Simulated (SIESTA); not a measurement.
**InSnTe2 under changes of volume**

One of the cells (31.822 Å³/atom); the others are scaled copies at fixed shape and fractional positions:

```
Te Sn In
1.0
     2.24722    1.29743    7.27621
    -2.24722    1.29743    7.27621
     0.00000   -2.59486    7.27621
Te Sn In
2 1 1
Direct
  0.25088 0.25088 0.25088
  0.74912 0.74912 0.74912
  0.50000 0.50000 0.50000
  0.00000 0.00000 0.00000
```

The cell comes from a database or a generator and needn't be the stable form of this composition.

```yaml
Program: SIESTA 5.4.2
Functional: PBEsol
Potentials_or_basis: PseudoDojo 0.4 standard (PBEsol files)
Basis: DZP (energy shift 0.003 Ry; two zetas on semicore shells)
Grid_cutoff: 500 Ry
Energy_shift: 0.003 Ry
k_mesh: 7 × 7 × 7
Occupations: fermi-dirac, width 0.05 eV
Spin: no spin polarisation
```

```tsv
volume (Å³/atom)	energy over the lowest point (meV/atom)	pressure (GPa)	largest force (eV/Å)
29.326	?	?	?
29.950	1.92	1.1	0.028
30.574	0.00	0.1	0.005
31.822	6.62	-1.7	0.024
32.446	14.66	-2.4	0.041
33.070	25.35	-3.0	0.058
```

Task: What does the run at 29.326 Å³/atom give?

Result: Energy over the lowest point 8.44 meV/atom; pressure 2.3 GPa; largest force 0.044 eV/Å.

Worked out: A Birch-Murnaghan fit of order 3 (a polynomial in V^(-2/3)) to the other rows has its minimum at 30.59 Å³/atom with B0 = V·E''(V) = 45 GPa and B' = 3.5 at fixed shape and positions, which overstates the stiffness. It gives 7.83 meV/atom at 29.326 Å³/atom, against the run's 8.44, and -dE/dV = 2.1 GPa, against 2.3.

Energies are extrapolated to zero smearing.

Caveats: the basis of atomic orbitals isn't converged, which shifts pressures, moduli and gaps.
